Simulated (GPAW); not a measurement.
The system is CuNi3.

```
Cu Ni
1.0
     1.39521   -1.98715    0.00000
     1.39521    1.98715    0.00000
     0.00000    0.00000    7.93489
Cu Ni
1 3
Cartesian
  0.0000 0.0000 0.0000
  1.3952 0.0000 2.0209
  0.0000 0.0000 3.9674
  1.3952 0.0000 5.9140
```

The cell comes from a database or a generator and needn't be the stable form of this composition.

Base run:

| Property | Result |
| --- | --- |
| Program | GPAW 26.7.0 |
| Functional | PBEsol |
| Potentials or basis | PAW data sets generated in the run's folder for this functional |
| Cutoff | 600 eV |
| Basis | pw |
| k mesh | 12 × 12 × 4 |
| Occupations | fermi-dirac, width 0.05 eV |
| Spin | collinear spin, ferromagnetic start |
| Starting moments | [0.6, 1.0, 1.0, 1.0] μB |

Its results: pressure -3.9 GPa; net moment 1.30 μB per cell; site moments Cu +0.02; Ni +0.41, +0.53 μB.

Q: The run is repeated on the same cell with these changes: k mesh from 12 × 12 × 4 to 8 × 8 × 3. What comes out?

A: Pressure -3.6 GPa; net moment 1.52 μB per cell; site moments Cu +0.02; Ni +0.49, +0.60 μB.

Caveats: with this Cu data set, volumes or pressures lay over 1.5 % or 2 GPa off other programs in two to four cells of ten; the stock nickel data set gives pressures a few GPa off other programs.
